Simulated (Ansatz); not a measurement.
**GeH₅O (doublet): wave-function methods side by side at distance Ge1–H5 along a hydrogen transfer = 1.841 Å, cc-pVDZ**

One table from this session's results is given with a row withheld; the runs are named, their logs left out.

Computed with Ansatz 0.2.0, Gaussian basis. Level: cc-pVDZ, core rule «outside noble gas», up to 15 orbitals frozen.

To be run: UHF; CCSD(T) on ROHF; CCSD(T) on UHF; BCCD(T) on ROHF; CISD; CCSDT(Q) on ROHF; CCSDT(Q) on UHF; CASSCF and MRCISD+Q, 3 electrons in 3 orbitals; CASSCF and NEVPT2, 3 electrons in 3 orbitals.

### The system

The geometry derives from fragments relaxed apart (PBE0/def2-TZVP) and kept rigid, so it is no stationary point. A hydrogen atom is moved between rigid fragments. No spin-orbit coupling is included. The filled d shell of Ge may be among the frozen orbitals whatever the setting's name suggests; the logs give the count.

7 atoms, charge 0, spin multiplicity 2.

Atoms are counted from 1 here; the program's logs count them from 0.

Bond lengths: Ge1–H2 1.534 Å, Ge1–H3 1.534 Å, Ge1–H4 1.534 Å, Ge1–H5 1.841 Å, O6–H7 0.973 Å. Angles: H2–Ge1–H3 109.5°, H2–Ge1–H4 109.5°, H2–Ge1–H5 109.5°, H3–Ge1–H4 109.5°, H3–Ge1–H5 109.5°, H4–Ge1–H5 109.5°.

Geometry (Å):

| atom | x (Å) | y (Å) | z (Å) |
| --- | --- | --- | --- |
| Ge1 | -0.59423 | 0.01011 | 0.00000 |
| H2 | -1.10568 | 1.45671 | 0.00000 |
| H3 | -1.10568 | -0.71319 | 1.25279 |
| H4 | -1.10568 | -0.71319 | -1.25279 |
| H5 | 1.24677 | 0.01011 | 0.00000 |
| O6 | 2.64577 | 0.01011 | 0.00000 |
| H7 | 2.89763 | -0.92984 | 0.00000 |

The first run:

in.yaml

```yaml
crystal:
  periodic: [false, false, false]
  atoms:
    - {symbol: Ge, position_ang: [-0.594228, 0.010113, 0.000000]}
    - {symbol: H, position_ang: [-1.105678, 1.456713, 0.000001]}
    - {symbol: H, position_ang: [-1.105677, -0.713187, 1.252791]}
    - {symbol: H, position_ang: [-1.105678, -0.713186, -1.252792]}
    - {symbol: H, position_ang: [1.246772, 0.010113, 0.000000]}
    - {symbol: O, position_ang: [2.645772, 0.010113, 0.000000]}
    - {symbol: H, position_ang: [2.897631, -0.929837, -0.000001]}
basis:
  gaussian: {orbitals: cc-pVDZ}
magnetization: {spin_polarized: true, initial_magnetization: 1}
hamiltonian: {xc: hf}
output: {orbitals: {seedname: orbitals}}
```

The run is started by

```sh
ansatz run in.yaml --threads 1 --pin off --events-out ev --progress --plain --max-ram 4096MiB --backend cpu
```

Steps of the session up to this table: UHF; CCSD(T) on ROHF; CCSD(T) on UHF; BCCD(T) on ROHF; CISD; CCSDT(Q) on ROHF; CCSDT(Q) on UHF; CASSCF and MRCISD+Q, 3 electrons in 3 orbitals; CASSCF and NEVPT2, 3 electrons in 3 orbitals.

One table of the session follows, with a row left open; its other results are not shown here.

| method | from UCCSDT(Q) (meV) |
| --- | --- |
| ROHF | +9601.8 |
| UHF | +9241.7 |
| RMP2 | +1505.5 |
| UMP2 | +1485.0 |
| CISD | +1243.5 |
| RCCSD | +247.3 |
| UCCSD | +233.9 |
| RCCSD(T) | ? |
| UCCSD(T) | +51.1 |
| BCCD(T) | +49.6 |
| RCCSDT | +21.3 |
| UCCSDT | +18.6 |
| RCCSDT(Q) | +1.3 |
| UCCSDT(Q) | 0 |
| CASSCF pair | +8749.4 |
| NEVPT2 pair | +1231.0 |
| MRCISD pair | +960.3 |
| MRCISD+Q pair | +161.6 |

**Question.** Estimate the row for RCCSD(T).

As computed: from UCCSDT(Q) (meV): +53.0. In the column «from UCCSDT(Q) (meV)» it lies between UCCSD(T) (+51.1) and MRCISD+Q pair (+161.6).

To keep in mind: Restricted and unrestricted rows rest on different reference determinants; where their highest levels disagree by more than a few hundredths of an eV, they describe different states and don't form one ladder.
